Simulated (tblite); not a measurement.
# H30Si18: the cost of one run

Computed with tblite 0.8.0 and PySCF 2.14.0 and routines of our own; the level stands in each step. Atoms count from 0.

## Step 1: The system as given

48 atoms, charge 0, multiplicity 1; geometry from: force field, distance geometry or constructed start.

## Step 2: Optimising the geometry with GFN2-xTB

Job settings and geometry (Å):

```
{"job": {"kind": "relax", "xc": "GFN2-xTB", "basis": "xTB"}, "charge": 0, "multiplicity": 1}
Si    -4.795500     0.552500     2.742000
Si    -4.803600     0.556900     0.385000
Si    -4.795200     2.769200    -0.390900
Si    -4.801100     2.775900     3.521300
Si     4.799400    -0.555500    -0.388500
Si     4.797100    -0.554800    -2.746200
Si     4.800500    -2.769800    -3.530800
Si     0.963500    -0.551600    -0.390400
Si     2.882900    -3.882200    -0.392300
Si     2.877400    -3.880900    -2.742000
Si    -2.882300    -0.555500    -0.394000
Si     2.877700     0.552300     0.391900
Si     4.797000    -2.770800     0.396900
Si    -0.957900     0.553700     0.389200
Si     0.957900    -2.766400     0.392100
Si    -0.962000     2.772100    -0.385600
Si    -2.879800     3.882000     2.744500
Si    -2.881300     3.876700     0.390900
H     -5.976700    -0.122700     3.226100
H     -3.621800    -0.123600     3.226300
H     -5.978400    -0.120700    -0.086600
H     -4.801300     2.773000    -1.832100
H     -5.972700     3.454900     0.094700
H     -5.980300     3.446000     3.046000
H     -4.799900     2.774100     4.968400
H      5.970000     0.123600     0.090600
H      5.976800     0.126800    -3.224300
H      3.624000     0.125100    -3.222400
H      4.801000    -2.771100    -4.969500
H      5.977200    -3.449900    -3.044100
H      0.963700    -0.553700    -1.833000
H      2.878300    -5.236400     0.088300
H      1.703500    -3.201200    -3.225500
H      2.882300    -5.239000    -3.219900
H     -2.879000    -0.552500    -1.835200
H     -2.879700    -1.909700     0.085200
H      2.879400     0.554400     1.827800
H      2.881100     1.914400    -0.090700
H      5.977200    -3.454200    -0.088200
H      4.795600    -2.768100     1.833100
H     -0.960200     0.552000     1.835700
H     -0.209800    -3.455900    -0.084400
H      0.965000    -2.770500     1.828300
H     -0.957500     2.771000    -1.833700
H      0.212000     3.452000     0.090500
H     -2.882100     5.239300     3.220200
H     -1.702100     3.201400     3.223000
H     -2.880500     5.240300    -0.085800
```

The run is started by

```
OMP_NUM_THREADS=2 python large_run.py task.json out
```

The driver reads the jobs from task.json and runs them one after another.

**Question.** How long does this first job take on 2 threads of Arm Neoverse V1, shared host, and how much memory does it need?

About 3.7 s, with a peak of 0.16 GiB.
